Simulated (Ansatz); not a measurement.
Born–Oppenheimer molecular dynamics of a periodic cell of 20 atoms, Al2O3 (start crystal Al2O3, start structure R-3c, volume 1.05 times the crystal's). It goes on from the last frame of an earlier run, with new velocities.

These are results of Ansatz 0.2.0, DFT LDA, scalar-relativistic, plane waves, PAW, not measurements. Settings: PAW set soft_1, cutoff 420 eV, k mesh 3x3x3, fermi-dirac smearing 0.17 eV, no spin polarisation.

* ensemble: NVT, Langevin thermostat
* time step: 1.5 fs
* steps asked: 309
* set temperature: 1600 K
* friction: 0.02 /fs
* temperature schedule: 232 steps to 300 K, then 77 steps to 300 K
* seed: 654002

Frames 3 fs apart, positions in Å, forces in eV/Å.

Velocities at 105 fs (Å/ps):

```
Al 5.28 13.19 -12.96
Al -3.43 -0.09 -9.69
Al 1.49 -5.06 -4.30
Al 0.50 4.97 1.98
O 0.98 -11.41 5.62
O 6.84 -9.15 -14.89
O -17.30 8.99 -16.38
O 3.66 1.95 0.75
O -4.88 -0.08 -6.34
O -0.12 0.49 12.11
Al -11.55 0.04 -7.33
Al 7.19 7.28 1.74
Al -8.87 -4.68 7.24
Al -6.03 0.27 -13.44
O 5.27 0.80 -6.18
O 13.36 -2.98 14.73
O 8.77 5.86 7.54
O -4.42 -6.25 1.11
O 2.36 -4.75 -2.37
O 19.21 5.03 -4.08
```

```xyz
20
Lattice="-2.4092 -1.3909 8.7631 2.4092 -1.3909 8.7631 0.0000 2.7819 8.7631" Properties=species:S:1:pos:R:3:forces:R:3 time_fs=105 energy_less_start_eV=0.519 T=1470
Al -0.751 0.817 4.492 -2.60 -1.79 0.33
Al -0.874 0.775 1.841 0.51 -1.06 0.85
Al -0.555 0.365 8.207 -2.91 -0.91 1.37
Al -0.765 0.933 11.187 -2.66 -1.12 -1.98
O 0.729 0.421 16.363 0.54 -1.01 -0.43
O -1.434 1.605 16.300 -0.28 1.55 -0.17
O -1.381 -0.764 16.174 -1.39 -1.77 0.51
O -0.028 1.931 13.938 1.68 0.71 2.09
O -2.477 0.894 14.110 -0.09 -1.98 -0.40
O 0.010 -0.854 14.131 0.84 -1.47 -1.74
Al -0.947 0.360 17.703 2.38 2.89 -0.14
Al -0.660 0.486 14.847 -2.58 2.30 2.03
Al -0.877 0.760 21.631 0.74 0.58 -1.34
Al -0.831 0.234 24.268 2.24 3.60 1.13
O -1.849 -0.595 12.153 2.31 0.39 -2.33
O 0.750 0.698 11.931 2.31 -0.58 0.93
O -1.628 2.333 11.879 -0.30 -0.01 0.87
O -2.358 0.655 9.868 1.38 0.20 -0.29
O 0.055 -0.678 9.693 -2.29 1.44 -1.72
O -0.080 2.096 9.769 0.19 -1.96 0.44
20
Lattice="-2.4092 -1.3909 8.7631 2.4092 -1.3909 8.7631 0.0000 2.7819 8.7631" Properties=species:S:1:pos:R:3:forces:R:3 time_fs=108 energy_less_start_eV=0.770 T=1557
Al -0.741 0.852 4.457 -2.95 -2.31 0.53
Al -0.878 0.766 1.808 0.69 -1.20 1.22
Al -0.561 0.347 8.195 -3.04 -0.86 1.05
Al -0.768 0.952 11.191 -1.76 -1.51 -1.41
O 0.730 0.390 16.379 0.80 -0.11 -0.87
O -1.421 1.579 16.262 -0.41 2.11 0.19
O -1.437 -0.737 16.127 -0.89 -2.22 0.95
O -0.022 1.934 13.952 1.67 0.89 1.90
O -2.493 0.883 14.090 0.28 -1.62 -0.28
O 0.007 -0.857 14.173 0.90 -1.70 -2.21
Al -0.970 0.362 17.682 3.38 2.26 -0.47
Al -0.642 0.514 14.850 -3.01 1.59 2.01
Al -0.909 0.742 21.651 1.40 1.33 -1.43
Al -0.841 0.241 24.226 1.95 3.26 1.84
O -1.829 -0.591 12.125 2.41 0.19 -2.00
O 0.795 0.693 11.979 0.69 -0.46 -0.30
O -1.608 2.350 11.912 -0.26 -0.12 0.31
O -2.362 0.637 9.865 1.36 0.95 -0.64
O 0.058 -0.680 9.672 -2.26 1.43 -1.59
O -0.032 2.109 9.756 -0.95 -1.91 1.20
20
Lattice="-2.4092 -1.3909 8.7631 2.4092 -1.3909 8.7631 0.0000 2.7819 8.7631" Properties=species:S:1:pos:R:3:forces:R:3 time_fs=111 energy_less_start_eV=1.007 T=1416
Al -0.742 0.874 4.418 -2.77 -2.83 0.82
Al -0.881 0.745 1.775 0.59 -1.00 1.29
Al -0.584 0.328 8.185 -2.79 -0.60 0.56
Al -0.779 0.963 11.186 -1.21 -1.81 -0.87
O 0.737 0.362 16.390 0.70 0.65 -1.07
O -1.415 1.566 16.229 -0.54 2.38 0.57
O -1.490 -0.727 16.082 -0.51 -2.30 1.54
O -0.009 1.950 13.977 1.61 0.94 1.55
O -2.505 0.853 14.071 0.57 -0.81 0.17
O 0.011 -0.864 14.219 0.70 -1.61 -2.49
Al -0.984 0.371 17.659 4.13 1.51 -0.92
Al -0.625 0.553 14.854 -3.28 0.29 1.73
Al -0.938 0.721 21.668 1.98 2.17 -1.34
Al -0.842 0.257 24.196 1.90 2.98 2.07
O -1.808 -0.583 12.093 2.33 -0.07 -1.58
O 0.838 0.692 12.025 -0.80 -0.34 -1.61
O -1.589 2.372 11.950 -0.14 -0.42 -0.47
O -2.360 0.623 9.864 1.19 1.53 -0.88
O 0.039 -0.668 9.638 -1.65 1.21 -0.99
O 0.010 2.127 9.744 -2.02 -1.87 1.89
20
Lattice="-2.4092 -1.3909 8.7631 2.4092 -1.3909 8.7631 0.0000 2.7819 8.7631" Properties=species:S:1:pos:R:3:forces:R:3 time_fs=114 energy_less_start_eV=1.220 T=1207
Al -0.756 0.885 4.387 -2.05 -3.33 0.92
Al -0.882 0.726 1.741 0.47 -0.70 1.24
Al -0.620 0.313 8.172 -2.30 -0.20 0.20
Al -0.792 0.970 11.171 -0.94 -2.06 -0.42
O 0.749 0.343 16.380 0.35 1.21 -1.00
O -1.407 1.569 16.199 -0.82 2.28 0.93
O -1.535 -0.734 16.051 -0.08 -2.01 1.95
O 0.010 1.980 14.001 1.42 0.73 1.28
O -2.508 0.823 14.046 0.75 0.06 0.89
O 0.027 -0.876 14.257 0.24 -1.05 -2.50
Al -0.994 0.379 17.635 4.73 0.82 -1.36
Al -0.614 0.597 14.862 -3.24 -1.28 1.10
Al -0.963 0.707 21.685 2.47 2.75 -1.54
Al -0.839 0.276 24.175 2.05 2.78 1.91
O -1.784 -0.574 12.047 1.92 -0.33 -0.87
O 0.867 0.681 12.057 -1.91 0.14 -2.65
O -1.575 2.394 11.973 -0.03 -0.85 -1.13
O -2.345 0.617 9.864 0.86 1.84 -1.16
O 0.013 -0.644 9.596 -0.79 0.78 -0.24
O 0.047 2.130 9.732 -3.08 -1.59 2.46
20
Lattice="-2.4092 -1.3909 8.7631 2.4092 -1.3909 8.7631 0.0000 2.7819 8.7631" Properties=species:S:1:pos:R:3:forces:R:3 time_fs=117 energy_less_start_eV=1.216 T=1194
Al -0.780 0.880 4.363 -1.11 -3.30 0.99
Al -0.882 0.709 1.712 0.31 -0.26 1.21
Al -0.660 0.301 8.170 -1.75 0.46 -0.16
Al -0.805 0.973 11.147 -0.78 -2.22 -0.02
O 0.757 0.330 16.365 0.00 1.70 -0.88
O -1.410 1.586 16.189 -1.09 1.83 0.92
O -1.567 -0.749 16.030 0.19 -1.50 2.27
O 0.033 2.004 14.033 1.22 0.54 0.98
O -2.502 0.800 14.022 0.78 0.56 1.49
O 0.047 -0.886 14.280 -0.22 -0.51 -2.36
Al -0.992 0.393 17.597 4.59 0.26 -1.07
Al -0.614 0.632 14.875 -2.98 -2.46 0.39
Al -0.977 0.698 21.702 2.76 2.99 -1.98
Al -0.827 0.302 24.164 1.97 2.47 1.60
O -1.753 -0.565 11.995 1.18 -0.61 -0.02
O 0.882 0.677 12.065 -2.46 0.51 -3.09
O -1.570 2.405 11.999 0.12 -1.18 -1.82
O -2.332 0.614 9.860 0.54 2.07 -1.49
O -0.013 -0.612 9.551 0.12 0.12 0.63
O 0.071 2.127 9.735 -3.37 -1.48 2.42
20
Lattice="-2.4092 -1.3909 8.7631 2.4092 -1.3909 8.7631 0.0000 2.7819 8.7631" Properties=species:S:1:pos:R:3:forces:R:3 time_fs=120 energy_less_start_eV=0.955 T=1314
Al -0.806 0.858 4.341 -0.36 -2.34 1.31
Al -0.885 0.695 1.698 0.29 0.34 0.90
Al -0.708 0.286 8.173 -1.27 1.58 -0.71
Al -0.813 0.972 11.124 -0.64 -2.28 0.16
O 0.756 0.333 16.350 -0.32 1.91 -0.76
O -1.425 1.603 16.179 -1.32 1.39 0.97
O -1.599 -0.768 16.017 0.51 -0.91 2.50
O 0.058 2.024 14.073 1.09 0.22 0.46
O -2.488 0.779 14.006 0.50 0.67 1.54
O 0.062 -0.908 14.287 -0.62 0.10 -2.08
Al -0.974 0.412 17.555 3.62 -0.16 -0.26
Al -0.618 0.652 14.896 -2.62 -3.23 -0.42
Al -0.983 0.704 21.706 2.82 2.57 -2.24
Al -0.816 0.337 24.150 1.76 2.09 1.25
O -1.715 -0.563 11.949 0.37 -0.79 0.64
O 0.880 0.679 12.045 -2.30 0.59 -2.68
O -1.573 2.407 12.025 0.24 -1.52 -2.50
O -2.319 0.621 9.854 0.15 1.96 -1.71
O -0.044 -0.565 9.510 1.12 -0.93 1.75
O 0.083 2.112 9.751 -3.02 -1.27 1.87
20
Lattice="-2.4092 -1.3909 8.7631 2.4092 -1.3909 8.7631 0.0000 2.7819 8.7631" Properties=species:S:1:pos:R:3:forces:R:3 time_fs=123 energy_less_start_eV=0.616 T=1358
Al -0.829 0.828 4.326 0.21 -0.90 1.50
Al -0.879 0.689 1.684 0.19 0.87 0.65
Al -0.756 0.274 8.173 -0.91 2.77 -1.02
Al -0.821 0.971 11.104 -0.35 -2.34 0.09
O 0.759 0.350 16.328 -0.65 1.81 -0.62
O -1.443 1.622 16.178 -1.52 0.84 0.74
O -1.627 -0.793 16.024 1.01 -0.17 2.37
O 0.081 2.036 14.115 1.05 -0.03 -0.17
O -2.466 0.771 13.993 0.10 0.43 1.33
O 0.074 -0.929 14.276 -0.97 0.58 -1.65
Al -0.948 0.431 17.514 2.37 -0.43 0.96
Al -0.631 0.659 14.916 -2.16 -3.42 -1.14
Al -0.980 0.719 21.703 2.62 1.90 -2.53
Al -0.802 0.379 24.134 1.36 1.60 1.01
O -1.667 -0.561 11.906 -0.42 -0.90 1.19
O 0.863 0.686 12.006 -1.59 0.39 -1.67
O -1.562 2.400 12.035 0.13 -1.69 -2.87
O -2.316 0.649 9.846 -0.13 1.60 -1.86
O -0.082 -0.514 9.487 2.03 -1.95 2.70
O 0.087 2.096 9.774 -2.39 -0.95 0.99
20
Lattice="-2.4092 -1.3909 8.7631 2.4092 -1.3909 8.7631 0.0000 2.7819 8.7631" Properties=species:S:1:pos:R:3:forces:R:3 time_fs=126 energy_less_start_eV=0.339 T=1559
Al -0.849 0.795 4.308 0.68 0.28 1.62
Al -0.869 0.689 1.662 0.05 1.18 0.67
Al -0.798 0.267 8.171 -0.49 3.98 -0.93
Al -0.828 0.962 11.089 -0.05 -2.33 -0.11
O 0.764 0.378 16.295 -0.92 1.42 -0.34
O -1.455 1.652 16.178 -1.76 -0.04 0.40
O -1.651 -0.821 16.049 1.72 0.69 2.05
O 0.100 2.055 14.159 1.05 -0.39 -0.89
O -2.438 0.763 13.982 -0.27 0.26 1.18
O 0.086 -0.946 14.245 -1.31 0.94 -1.07
Al -0.909 0.454 17.477 1.12 -0.60 2.17
Al -0.646 0.657 14.932 -1.63 -3.13 -1.90
Al -0.970 0.733 21.693 2.21 1.23 -2.59
Al -0.777 0.421 24.129 0.76 1.06 0.56
O -1.630 -0.568 11.878 -0.93 -0.84 1.38
O 0.839 0.694 11.966 -0.76 0.08 -0.67
O -1.541 2.379 12.015 -0.16 -1.49 -2.75
O -2.321 0.687 9.828 -0.23 1.08 -1.88
O -0.111 -0.465 9.481 2.50 -2.72 3.19
O 0.077 2.083 9.798 -1.58 -0.63 -0.07
20
Lattice="-2.4092 -1.3909 8.7631 2.4092 -1.3909 8.7631 0.0000 2.7819 8.7631" Properties=species:S:1:pos:R:3:forces:R:3 time_fs=129 energy_less_start_eV=0.108 T=1697
Al -0.869 0.757 4.296 1.08 1.06 1.31
Al -0.865 0.688 1.641 -0.06 1.48 0.75
Al -0.840 0.274 8.167 0.26 4.68 -0.04
Al -0.836 0.947 11.072 0.30 -2.37 -0.38
O 0.764 0.413 16.251 -1.07 0.82 0.04
O -1.463 1.680 16.184 -2.02 -0.87 -0.08
O -1.676 -0.843 16.082 2.50 1.40 1.59
O 0.120 2.070 14.201 0.91 -0.71 -1.58
O -2.413 0.751 13.967 -0.48 0.28 1.21
O 0.093 -0.961 14.200 -1.55 1.10 -0.42
Al -0.869 0.477 17.456 0.11 -0.52 2.99
Al -0.665 0.641 14.945 -1.13 -2.43 -2.56
Al -0.952 0.759 21.677 1.61 0.35 -2.66
Al -0.750 0.462 24.124 0.03 0.47 0.13
O -1.606 -0.579 11.865 -1.23 -0.69 1.33
O 0.816 0.703 11.925 0.02 -0.28 0.26
O -1.520 2.353 11.959 -0.49 -0.78 -1.86
O -2.336 0.741 9.806 -0.06 0.17 -1.74
O -0.132 -0.438 9.494 2.28 -2.84 2.71
O 0.065 2.074 9.820 -1.00 -0.31 -1.02
20
Lattice="-2.4092 -1.3909 8.7631 2.4092 -1.3909 8.7631 0.0000 2.7819 8.7631" Properties=species:S:1:pos:R:3:forces:R:3 time_fs=132 energy_less_start_eV=-0.020 T=1666
Al -0.882 0.725 4.286 1.43 1.49 0.91
Al -0.859 0.684 1.627 -0.15 1.63 0.80
Al -0.879 0.289 8.165 1.06 4.71 0.89
Al -0.844 0.927 11.051 0.59 -2.48 -0.66
O 0.749 0.447 16.203 -0.96 0.18 0.58
O -1.479 1.697 16.184 -1.90 -1.12 -0.21
O -1.690 -0.846 16.122 2.94 1.68 1.12
O 0.152 2.078 14.225 0.41 -0.92 -1.96
O -2.392 0.737 13.963 -0.58 0.32 1.06
O 0.088 -0.969 14.151 -1.49 1.15 0.16
Al -0.830 0.495 17.445 -0.85 -0.07 3.14
Al -0.680 0.612 14.954 -0.92 -1.46 -3.07
Al -0.932 0.796 21.650 1.05 -0.72 -2.54
Al -0.731 0.503 24.123 -0.59 -0.11 -0.36
O -1.597 -0.595 11.863 -1.48 -0.30 1.02
O 0.781 0.702 11.881 0.98 -0.51 1.13
O -1.505 2.331 11.888 -0.86 0.05 -0.64
O -2.354 0.800 9.780 0.49 -1.07 -1.32
O -0.137 -0.424 9.519 1.63 -2.65 1.68
O 0.068 2.058 9.838 -0.81 0.21 -1.75
20
Lattice="-2.4092 -1.3909 8.7631 2.4092 -1.3909 8.7631 0.0000 2.7819 8.7631" Properties=species:S:1:pos:R:3:forces:R:3 time_fs=135 energy_less_start_eV=-0.006 T=1426
Al -0.894 0.697 4.282 1.84 1.66 0.39
Al -0.850 0.683 1.610 -0.23 1.51 0.91
Al -0.919 0.319 8.162 1.92 4.16 1.69
Al -0.844 0.899 11.026 0.68 -2.43 -0.88
O 0.726 0.479 16.163 -0.68 -0.42 1.07
O -1.501 1.708 16.187 -1.46 -0.94 -0.17
O -1.686 -0.842 16.166 3.03 1.74 0.65
O 0.189 2.086 14.243 -0.20 -0.98 -2.33
O -2.387 0.726 13.976 -0.48 0.26 0.74
O 0.077 -0.973 14.104 -1.28 1.19 0.63
Al -0.793 0.515 17.441 -1.75 0.50 2.89
Al -0.689 0.576 14.949 -1.01 -0.47 -3.12
Al -0.910 0.824 21.614 0.52 -1.61 -2.33
Al -0.714 0.537 24.120 -1.13 -0.62 -0.62
O -1.600 -0.609 11.860 -1.67 0.05 0.74
O 0.747 0.696 11.846 1.88 -0.69 1.81
O -1.494 2.306 11.816 -1.21 0.86 0.69
O -2.365 0.844 9.761 1.11 -2.12 -0.92
O -0.124 -0.420 9.549 0.70 -2.33 0.47
O 0.063 2.038 9.842 -0.56 0.69 -2.31
```

Of the whole run (464 fs, mean temperature of the second half 519 K): The schedule's set-point averaged 409 K over the second half and the system 519 K, so it lags behind the ramp. A run of 0.46 ps of so small a system gives no equilibrium averages. Limits of this set-up: PAW files made for another functional.

Run time: 33 min on 2 threads of Arm Neoverse V1, on a shared host, peak memory 0.47 GiB.
